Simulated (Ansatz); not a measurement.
# Ba2CrN2 (I4/mmm) in Ansatz: equation of state, part 2 of 2

Ansatz 0.2.0.

## Step 3: Single point, PBE, collinear spin, ferromagnetic start, 22.27 Å³/atom (volume scaled by 0.96)

Contents of input.yaml:

```yaml
crystal:
  lattice:
    - [-2.0547218769, 2.0547218769, 6.5924443202]
    - [2.0547218769, -2.0547218769, 6.5924443202]
    - [2.0547218769, 2.0547218769, -6.5924443202]
  atoms:
    - { symbol: Ba, position: [0.8535895, 0.8535895, 0.0] }
    - { symbol: Ba, position: [0.1464105, 0.1464105, 0.0] }
    - { symbol: Cr, position: [0.5, 0.5, 0.0], spin: 3.0 }
    - { symbol: "N", position: [0.366857, 0.366857, 0.0] }
    - { symbol: "N", position: [0.633143, 0.633143, 0.0] }
hamiltonian:
  xc: pbe
  pseudopotentials: { kind: paw }
magnetization:
  spin_polarized: true
kpoints:
  mp_grid: { grid: [9, 9, 9] }
scf:
  occupations: { method: fermi_dirac, width: 0.05 }
output:
  forces: true
  stress: true
  eigenvalues: true
```

Potentials or basis: Ansatz PAW.

On the command line:

```
ansatz run input.yaml --threads 2 --pin off --max-ram 5120MiB --backend cpu --events-out ev --progress --plain --runs-dir out
```

Run time: 54 s. Hardware: 2 threads of Intel Xeon at 2.50GHz (Skylake/Cascade Lake), shared host; peak memory 0.69 GiB.

Results (log left out):

```yaml
Free_energy: -16047.1005 eV
Pressure: 1.8 GPa
Largest_force: 0.440 eV/Å
Band_gap_on_the_k_mesh: none (metal or under the smearing width)
Net_moment: 1.99 μB per cell
Absolute_moment: 2.63 μB per cell
Site_moments: Ba -0.00; Cr +1.51; N -0.09 μB
```

Caveat: a cell with one magnetic atom can't hold antiferromagnetic order, which such compounds often take.

## Step 4: Single point, PBE, collinear spin, ferromagnetic start, 22.73 Å³/atom (volume scaled by 0.98)

input.yaml: that of step 3 with these lines changed.

```diff
@@ -2,5 +2,5 @@
   lattice:
-    - [-2.0547218769, 2.0547218769, 6.5924443202]
-    - [2.0547218769, -2.0547218769, 6.5924443202]
-    - [2.0547218769, 2.0547218769, -6.5924443202]
+    - [-2.0688928204, 2.0688928204, 6.6379108902]
+    - [2.0688928204, -2.0688928204, 6.6379108902]
+    - [2.0688928204, 2.0688928204, -6.6379108902]
   atoms:
```

On the command line:

```
ansatz run input.yaml --threads 2 --pin off --max-ram 5120MiB --backend cpu --events-out ev --progress --plain --runs-dir out
```

Run time: 61 s. Hardware: 2 threads of Intel Xeon at 2.50GHz (Skylake/Cascade Lake), shared host; peak memory 0.69 GiB.

It converged, with:

| Property | Result |
| --- | --- |
| Free energy | -16047.1156 eV |
| Pressure | 0.3 GPa |
| Largest force | 0.162 eV/Å |
| Band gap on the k mesh | none (metal or under the smearing width) |
| Net moment | 2.00 μB per cell |
| Absolute moment | 2.66 μB per cell |
| Site moments | Ba -0.00; Cr +1.54; N -0.10 μB |

Caveat: a cell with one magnetic atom can't hold antiferromagnetic order, which such compounds often take.

## Step 5: Single point, PBE, collinear spin, ferromagnetic start, 23.19 Å³/atom

input.yaml: that of step 4 with these lines changed.

```diff
@@ -2,5 +2,5 @@
   lattice:
-    - [-2.0688928204, 2.0688928204, 6.6379108902]
-    - [2.0688928204, -2.0688928204, 6.6379108902]
-    - [2.0688928204, 2.0688928204, -6.6379108902]
+    - [-2.08287225, 2.08287225, 6.682763]
+    - [2.08287225, -2.08287225, 6.682763]
+    - [2.08287225, 2.08287225, -6.682763]
   atoms:
```

On the command line:

```
ansatz run input.yaml --threads 2 --pin off --max-ram 5120MiB --backend cpu --events-out ev --progress --plain --runs-dir out
```

Wall time 67 s (2 threads of Intel Xeon at 2.50GHz (Skylake/Cascade Lake), shared host); peak memory 0.7 GiB.

It converged, with:

- Free energy: -16047.1096 eV
- Pressure: -1.1 GPa
- Largest force: 0.097 eV/Å
- Band gap on the k mesh: none (metal or under the smearing width)
- Net moment: 2.00 μB per cell
- Absolute moment: 2.70 μB per cell
- Site moments: Ba -0.01; Cr +1.56; N -0.10 μB

Caveat: a cell with one magnetic atom can't hold antiferromagnetic order, which such compounds often take.

## Step 6: Single point, PBE, collinear spin, ferromagnetic start, 23.66 Å³/atom (volume scaled by 1.02)

input.yaml: that of step 5 with these lines changed.

```diff
@@ -2,5 +2,5 @@
   lattice:
-    - [-2.08287225, 2.08287225, 6.682763]
-    - [2.08287225, -2.08287225, 6.682763]
-    - [2.08287225, 2.08287225, -6.682763]
+    - [-2.096666508, 2.096666508, 6.7270209984]
+    - [2.096666508, -2.096666508, 6.7270209984]
+    - [2.096666508, 2.096666508, -6.7270209984]
   atoms:
```

Potentials or basis: Ansatz PAW.

On the command line:

```
ansatz run input.yaml --threads 2 --pin off --max-ram 5120MiB --backend cpu --events-out ev --progress --plain --runs-dir out
```

Run time: 80 s. Hardware: 2 threads of Intel Xeon at 2.50GHz (Skylake/Cascade Lake), shared host; peak memory 0.71 GiB.

It converged, with:

* Free energy: -16047.0847 eV
* Pressure: -2.3 GPa
* Largest force: 0.336 eV/Å
* Band gap on the k mesh: none (metal or under the smearing width)
* Net moment: 2.00 μB per cell
* Absolute moment: 2.73 μB per cell
* Site moments: Ba -0.01; Cr +1.59; N -0.11 μB

Caveat: a cell with one magnetic atom can't hold antiferromagnetic order, which such compounds often take.

## Step 7: Single point, PBE, collinear spin, ferromagnetic start, 24.12 Å³/atom (volume scaled by 1.04)

input.yaml: that of step 6 with these lines changed.

```diff
@@ -2,5 +2,5 @@
   lattice:
-    - [-2.096666508, 2.096666508, 6.7270209984]
-    - [2.096666508, -2.096666508, 6.7270209984]
-    - [2.096666508, 2.096666508, -6.7270209984]
+    - [-2.110281607, 2.110281607, 6.770704177]
+    - [2.110281607, -2.110281607, 6.770704177]
+    - [2.110281607, 2.110281607, -6.770704177]
   atoms:
```

Potentials or basis: Ansatz PAW.

On the command line:

```
ansatz run input.yaml --threads 2 --pin off --max-ram 5120MiB --backend cpu --events-out ev --progress --plain --runs-dir out
```

The log of the run:

```text
Warning: RAYON_NUM_THREADS=2 ignored (pool sized by the plan → 2); use --threads N
basis.fft_grid_basis auto: the FFT boxes are laid along the combinations [[1, 0, 1], [0, 1, 1], [0, 0, 1]] of the cell's own vectors, 4.221, 4.221 and 7.399 Å long. The dense box has 30×30×50 points. Along the cell's own vectors, as sized, it would have 50×50×50, 2.78 times as many. Of the 16 symmetry operations that the crystal satisfies within crystal.symmetry.tolerance (time reversal apart; of a slab, those that keep its plane) the dense box along the cell's own vectors carries 16, and the one as laid loses 12 of those. basis.fft_grid_basis: typed keeps the cell's own vectors: state it where this run's energies or levels are differenced outside the engine with another run's, or held beside a run that keeps those vectors.
Engine: ansatz 0.2.0, x86_64-unknown-linux-gnu
[... 86 lines left out ...]
  P = ⅓ Tr σ = -3.4521 GPa (-34.521 kbar)
--- Band table (eV; the first three rows and the last of 150) ---
  k-point 0 ↑: bands = ["-63.9196", "-35.3713", "-35.3713", "-35.0595", "-18.9456", "-18.8276", "-4.7743", "-4.2544", "-4.2520", "-4.0333", "-4.0333", "-3.8581", "-3.8581", "-3.1451", "5.0019", "6.0352", "6.0352", "6.9570", "7.1296", "7.3492", "7.4158", "7.4158", "7.5611", "9.7680", "10.0517", "10.0517", "11.0159", "11.1459", "12.0109"]
  k-point 1 ↑: bands = ["-63.9195", "-35.3715", "-35.3715", "-35.0595", "-18.9329", "-18.8253", "-4.8921", "-4.5696", "-4.4467", "-4.0894", "-3.9008", "-3.8351", "-3.5087", "-2.9749", "5.0188", "5.7911", "6.0071", "6.7431", "7.0428", "7.2652", "7.3301", "7.5141", "7.5312", "9.6630", "9.8475", "10.5359", "10.8008", "11.4410", "12.2782"]
  k-point 2 ↑: bands = ["-63.9195", "-35.3718", "-35.3718", "-35.0594", "-18.9011", "-18.8197", "-5.1285", "-4.7955", "-4.4142", "-4.2276", "-4.0069", "-3.7979", "-3.3026", "-2.7525", "5.0723", "5.4431", "5.9718", "6.3555", "6.9738", "7.3239", "7.3537", "7.4939", "7.6542", "9.5661", "9.7334", "10.7050", "11.4711", "11.5212", "12.1984"]
  k-point 74 ↓: bands = ["-61.7593", "-33.8684", "-32.7739", "-32.7738", "-18.9154", "-18.8643", "-5.0187", "-4.5703", "-4.0961", "-4.0651", "-4.0139", "-3.8272", "-3.6690", "-3.3307", "5.2536", "6.1661", "6.2355", "7.0071", "7.2666", "7.2997", "7.6996", "8.7843", "9.9984", "10.5228", "10.8830", "11.0846", "11.3528", "11.3720", "11.4453"]
```

Run time: 67 s. Hardware: 2 threads of Intel Xeon at 2.50GHz (Skylake/Cascade Lake), shared host; peak memory 0.71 GiB.

What came out:

* Free energy: -16047.0427 eV
* Pressure: -3.5 GPa
* Largest force: 0.559 eV/Å
* Band gap on the k mesh: none (metal or under the smearing width)
* Net moment: 2.00 μB per cell
* Absolute moment: 2.77 μB per cell
* Site moments: Ba -0.01; Cr +1.61; N -0.11 μB

Caveat: a cell with one magnetic atom can't hold antiferromagnetic order, which such compounds often take.

## Step 8: Single point, PBE, collinear spin, ferromagnetic start, 24.59 Å³/atom (volume scaled by 1.06)

input.yaml: that of step 7 with these lines changed.

```diff
@@ -2,5 +2,5 @@
   lattice:
-    - [-2.110281607, 2.110281607, 6.770704177]
-    - [2.110281607, -2.110281607, 6.770704177]
-    - [2.110281607, 2.110281607, -6.770704177]
+    - [-2.1237232536, 2.1237232536, 6.813830844]
+    - [2.1237232536, -2.1237232536, 6.813830844]
+    - [2.1237232536, 2.1237232536, -6.813830844]
   atoms:
```

On the command line:

```
ansatz run input.yaml --threads 2 --pin off --max-ram 5120MiB --backend cpu --events-out ev --progress --plain --runs-dir out
```

Run time: 71 s. Hardware: 2 threads of Intel Xeon at 2.50GHz (Skylake/Cascade Lake), shared host; peak memory 0.71 GiB.

Results (log left out):

| Quantity | Value |
| --- | --- |
| Free energy | -16046.9853 eV |
| Pressure | -4.5 GPa |
| Largest force | 0.765 eV/Å |
| Band gap on the k mesh | none (metal or under the smearing width) |
| Net moment | 2.00 μB per cell |
| Absolute moment | 2.80 μB per cell |
| Site moments | Ba -0.01; Cr +1.64; N -0.12 μB |

Caveat: a cell with one magnetic atom can't hold antiferromagnetic order, which such compounds often take.

## Step 9: Equation of state, PBE, collinear spin, ferromagnetic start

Potentials or basis: Ansatz PAW.

No new run: the results of the series are fitted here.

What came out:

```yaml
Equilibrium_volume: 22.82 Å³/atom
Bulk_modulus_at_fixed_shape_and_positions: 70 GPa
Pressure_derivative_of_the_bulk_modulus: 4.2
```

Energy against volume, from the lowest point:
```csv
volume (Å³/atom),energy (meV/atom)
21.802,10.70
22.266,3.01
22.730,0.00
23.194,1.19
23.658,6.18
24.122,14.59
24.585,26.06
```

Caveat: the cell was scaled at fixed shape and fractional positions, which overstates the stiffness of a crystal with free parameters, most of all of layers and chains.
